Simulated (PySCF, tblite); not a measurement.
# CH8O2Si4: geometry, infrared bands and NMR shifts

Wanted: the infrared bands and NMR shifts of CH8O2Si4 (`O=CO[SiH]1[SiH2][SiH2][SiH2]1`), by calculation.

Programs: tblite 0.8.0 and PySCF 2.14.0, with density-fitted response routines of our own. Each step states its level of theory. These are calculated values for one molecule in the gas phase, unless marked as measured. Atoms count from 0, in the outputs and in this text.

### Step 1. Starting geometry

15 atoms, charge 0, multiplicity 1; geometry from: force field or distance geometry start.

Bonds of the start (Å): O0–C1 1.23, C1–O2 1.35, O2–Si3 1.65, Si3–Si4 2.29, Si4–Si5 2.27, Si5–Si6 2.28, Si6–Si3 2.28, C1–H7 1.09, Si3–H8 1.48, Si4–H9 1.49, Si4–H10 1.49, Si5–H11 1.49, Si5–H12 1.49, Si6–H13 1.49, Si6–H14 1.49.

### Step 2. Relaxing the molecule with GFN2-xTB

What the job is given:

```
{"job": {"kind": "relax", "xc": "GFN2-xTB", "basis": "xTB"}, "charge": 0, "multiplicity": 1}
O     -2.094800    -0.129700     1.171800
C     -2.619200    -0.006200     0.060900
O     -1.960000     0.111500    -1.107900
Si    -0.327200     0.144900    -1.313200
Si     0.799000    -1.578300    -0.309000
Si     1.550500    -0.134100     1.270000
Si     0.797400     1.612000     0.017100
H     -3.695200     0.011700    -0.103900
H      0.014800     0.287200    -2.745300
H      1.891600    -2.099200    -1.176700
H     -0.081300    -2.675100     0.177200
H      0.878600    -0.277000     2.594000
H      3.033700    -0.145400     1.424500
H     -0.079900     2.574900     0.731900
H      1.887700     2.310900    -0.713200
```

Launch:

```sh
> OMP_NUM_THREADS=1 python probes_run.py task.json out
```

This one command runs all jobs of the session in turn.

**Question.** This job is followed by: GFN2-xTB harmonic vibrations, gas phase; GIAO PBE0/pcSseg-1 NMR shielding, non-relativistic, gas phase. Predict these results of the whole session: strongest single infrared mode (GFN2-xTB); zero-point energy (GFN2-xTB); 13C shifts against TMS (PBE0/pcSseg-1); 1H shifts against TMS (PBE0/pcSseg-1, means over atoms taken as alike); 17O shifts against H2O (PBE0/pcSseg-1); 29Si shifts against TMS (PBE0/pcSseg-1, means over atoms taken as alike); surface potential, 1st and 99th percentile.

**Answer**, as computed:

| quantity | value |
| --- | --- |
| strongest single infrared mode (GFN2-xTB) | 2140 cm⁻¹, 728 km/mol |
| zero-point energy (GFN2-xTB) | 49.9 kcal/mol |
| 13C shifts against TMS (PBE0/pcSseg-1) | 170.5 ppm |
| 1H shifts against TMS (PBE0/pcSseg-1, means over atoms taken as alike) | 8.20, 6.09, 4.42, 4.37, 4.24, 4.06 ppm |
| 17O shifts against H2O (PBE0/pcSseg-1) | 468.4, 217.3 ppm |
| 29Si shifts against TMS (PBE0/pcSseg-1, means over atoms taken as alike) | 24.7, -73.6, -96.7 ppm |
| surface potential, 1st and 99th percentile | -1.28 V and 1.58 V |

What this shows: Over 59 steps the energy fell by 0.714 eV; of the close pairs, Si4–Si5 changed most, 2.268 to 2.365 Å. All 39 modes are real, so the xTB geometry is a minimum. The strongest single mode, at 2140 cm⁻¹, moves mainly H14 and H9. GFN2-xTB is a fitted tight-binding method: band positions and strengths are rough. Its intensities can rank the bands wrongly. At PBE0/pcSseg-1: The widest tensor belongs to O0: span 629 ppm, with a paramagnetic part of -537 ppm. At PBE0/pcSseg-1, counted by nearest atom on the grid, the HOMO lies on Si3, Si4, Si6 about 20 % each; Si5 13 %, the LUMO on Si3 27 %; Si4, Si6 about 10 % each.
